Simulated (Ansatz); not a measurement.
# CH3Cl3TeTiZn: ionisation energy by level of theory

One table from this session's results is given with a row withheld; the runs are named, their logs left out.

Computed with Ansatz 0.2.0, Gaussian basis. Level: unrestricted cation, the program's frozen cores in correlated methods.

The runs, in order: UKS PBE-D4/def2-TZVPP; UKS r2SCAN-D4/def2-TZVPP; UKS PBE0-D4/def2-TZVPP; UKS B3LYP-D4/def2-TZVPP; UKS wB97X-V/def2-TZVPP; UKS wB97M-V/def2-TZVPP; UKS B2PLYP (frozen core with filled d shells)/def2-TZVPP; UHF-CCSD(T) with filled d shells/def2-TZVPP; UHF-MP2 with filled d shells/def2-QZVPP; extrapolation to the limit; then −ε(HOMO) from the neutral's earlier runs with LDA (SPW92), PBE-D4, revPBE-D4, BLYP-D4, r2SCAN-D4, B97M-V, PBE0-D4, B3LYP-D4, r2SCANh-D4, r2SCAN0-D4, HSE06-D4, BHLYP-D4, CAM-B3LYP-D4, LC-ωPBE, ωB97X-V, ωB97M-V.

**The geometry**

All runs share one geometry, relaxed beforehand with PBE0-D4 in a triple-zeta def2 set. Te takes the def2 core potential; no spin-orbit term is included.

SMILES `[CH3][Zn][Te][Ti]([Cl])([Cl])[Cl]`, 10 atoms, charge 0, spin multiplicity 1.

Atoms are counted from 1 here; the program's logs count them from 0.

Bond lengths: C1–Zn2 1.948 Å, C1–H8 1.091 Å, C1–H9 1.091 Å, C1–H10 1.091 Å, Zn2–Te3 2.553 Å, Te3–Ti4 2.535 Å, Ti4–Cl5 2.172 Å, Ti4–Cl6 2.235 Å, Ti4–Cl7 2.172 Å. Angles: Zn2–C1–H8 109.7°, Zn2–C1–H9 109.7°, Zn2–C1–H10 110.6°, H8–C1–H9 108.7°, H8–C1–H10 109.1°, H9–C1–H10 109.1°, C1–Zn2–Te3 157.4°, Zn2–Te3–Ti4 76.9°, Te3–Ti4–Cl5 109.0°, Te3–Ti4–Cl6 106.9°, Te3–Ti4–Cl7 109.0°, Cl5–Ti4–Cl6 110.8°, Cl5–Ti4–Cl7 110.3°, Cl6–Ti4–Cl7 110.8°.

Geometry (Å):

```xyz
10
charge 0, multiplicity 1
C    -0.08705   -1.17732    2.24196
Zn    0.50652   -0.47325    0.52507
Te    2.10807   -0.02586   -1.41272
Ti   -0.01386    1.15567   -2.13865
Cl    0.40909    3.27008   -2.40200
Cl   -1.51739    0.84333   -0.51491
Cl   -0.70357    0.28543   -4.00577
H    -0.38922   -0.35443    2.89219
H    -0.94360   -1.83718    2.09274
H     0.71422   -1.73757    2.72508
```

The first run:

File in.yaml:

```yaml
crystal:
  periodic: [false, false, false]
  atoms:
    - {symbol: C, position_ang: [-0.087047, -1.177322, 2.241958]}
    - {symbol: Zn, position_ang: [0.506515, -0.473250, 0.525074]}
    - {symbol: Te, position_ang: [2.108074, -0.025857, -1.412717]}
    - {symbol: Ti, position_ang: [-0.013864, 1.155673, -2.138650]}
    - {symbol: Cl, position_ang: [0.409092, 3.270080, -2.401998]}
    - {symbol: Cl, position_ang: [-1.517389, 0.843326, -0.514911]}
    - {symbol: Cl, position_ang: [-0.703574, 0.285429, -4.005769]}
    - {symbol: H, position_ang: [-0.389220, -0.354429, 2.892191]}
    - {symbol: H, position_ang: [-0.943604, -1.837180, 2.092740]}
    - {symbol: H, position_ang: [0.714216, -1.737571, 2.725081]}
basis:
  gaussian: {orbitals: def2-TZVPP}
total_charge: 1
magnetization: {spin_polarized: true, initial_magnetization: 1}
hamiltonian: {xc: pbe, dispersion: d4}
```

Among the steps run: Cation, UKS PBE-D4/def2-TZVPP; Cation, UKS r2SCAN-D4/def2-TZVPP; Cation, UKS PBE0-D4/def2-TZVPP; Cation, UKS B3LYP-D4/def2-TZVPP; Cation, UKS wB97X-V/def2-TZVPP; Cation, UKS wB97M-V/def2-TZVPP; Cation, UKS B2PLYP (frozen core with filled d shells)/def2-TZVPP; Cation, UHF-CCSD(T) with filled d shells/def2-TZVPP; Cation, UHF-MP2 with filled d shells/def2-QZVPP.

One of the session's tables, all rows but one given; the rest of the session is left out.

Orbital estimates, from the neutral's runs:

| functional | −ε(HOMO) (eV) |
| --- | --- |
| LDA (SPW92) | 6.32 |
| PBE-D4 | 6.14 |
| revPBE-D4 | 6.08 |
| BLYP-D4 | 5.94 |
| r2SCAN-D4 | 6.41 |
| B97M-V | 6.36 |
| PBE0-D4 | 7.13 |
| B3LYP-D4 | 6.90 |
| r2SCANh-D4 | 6.77 |
| r2SCAN0-D4 | 7.31 |
| HSE06-D4 | 6.75 |
| BHLYP-D4 | 7.93 |
| CAM-B3LYP-D4 | 8.25 |
| LC-ωPBE | 9.49 |
| ωB97X-V | 9.19 |
| ωB97M-V | ? |

Q: Estimate the row for ωB97M-V from the others.

As computed: −ε(HOMO) (eV): 9.07. In the column «−ε(HOMO) (eV)» it lies between CAM-B3LYP-D4 (8.25) and ωB97X-V (9.19).

Caveats from the session: The cation may have settled in a state other than its lowest; no search over hole states beyond the program's own was made.
